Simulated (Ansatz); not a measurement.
# Si3N4: the cost of one run

Method: DFT, PBE, plane-wave PAW, default files, scalar-relativistic, as far as a step names no other, in Ansatz 0.2.0.

1 further run of the same task is left out (it didn't finish).

### Step 1. The system as given

The structure is hexagonal, space group P6_3/m (No. 176). Conventional cell: a = 7.605 Å, b = 7.605 Å, c = 2.905 Å, α = 90.00°, β = 90.00°, γ = 120.00°. Si (site symmetry m) has 4 N at 1.73 to 1.74 Å as nearest neighbours. N (site symmetry -6) has 3 Si at 1.73 Å as nearest neighbours. N (site symmetry m) is surrounded by 3 Si at 1.73 to 1.74 Å.

Coordinates:

```cif
data_structure
_symmetry_space_group_name_H-M 'P6_3/m'
_symmetry_Int_Tables_number 176
_cell_length_a 7.6045
_cell_length_b 7.6045
_cell_length_c 2.9052
_cell_angle_alpha 90.000
_cell_angle_beta 90.000
_cell_angle_gamma 120.000
_cell_volume 145.50
loop_
_atom_site_label
_atom_site_type_symbol
_atom_site_symmetry_multiplicity
_atom_site_Wyckoff_symbol
_atom_site_fract_x
_atom_site_fract_y
_atom_site_fract_z
_atom_site_occupancy
Si1 Si 6 h 0.23108 0.82495 0.75000 1
N1 N 2 d 0.33333 0.66667 0.75000 1
N2 N 6 h 0.96919 0.66985 0.75000 1
```

### Step 2. First run, atoms as given

Input file input.yaml:

```yaml
crystal:
  lattice:
    - [7.6045444358, 0.0, 0.0]
    - [-3.8022722179, 6.5857286656, 0.0]
    - [0.0, 0.0, 2.90519908]
  atoms:
    - { symbol: Si, position: [0.23108243, 0.82494615, 0.75] }
    - { symbol: Si, position: [0.40613628, 0.23108243, 0.25] }
    - { symbol: Si, position: [0.82494615, 0.59386372, 0.25] }
    - { symbol: Si, position: [0.17505385, 0.40613628, 0.75] }
    - { symbol: Si, position: [0.59386372, 0.76891757, 0.75] }
    - { symbol: Si, position: [0.76891757, 0.17505385, 0.25] }
    - { symbol: "N", position: [0.3333333333, 0.6666666667, 0.75] }
    - { symbol: "N", position: [0.6666666667, 0.3333333333, 0.25] }
    - { symbol: "N", position: [0.96919449, 0.6698534, 0.75] }
    - { symbol: "N", position: [0.29934109, 0.96919449, 0.25] }
    - { symbol: "N", position: [0.6698534, 0.70065891, 0.25] }
    - { symbol: "N", position: [0.3301466, 0.29934109, 0.75] }
    - { symbol: "N", position: [0.03080551, 0.3301466, 0.25] }
    - { symbol: "N", position: [0.70065891, 0.03080551, 0.75] }
kpoints:
  mp_grid: { grid: [4, 4, 10] }
scf:
  occupations: { method: fermi_dirac, width: 0.02 }
hamiltonian:
  xc: pbe
  pseudopotentials: { kind: paw }
output:
  forces: true
  stress: true
  populations: true
  efg:
    quadrupole_moments_barn: { "N": 0.02044 }
    contact_densities: true
  write_density: true
  write_potential: true
  elf: true
  volumetric_format: npy
```

Run with:

```console
$ ansatz run input.yaml --threads 1 --pin off --max-ram 2560MiB --backend cpu --events-out ev --progress --plain --runs-dir out
```

Q: Estimate wall time and peak memory on 1 thread of Arm Neoverse V1, shared host.

About 17 s, with a peak of 0.45 GiB.
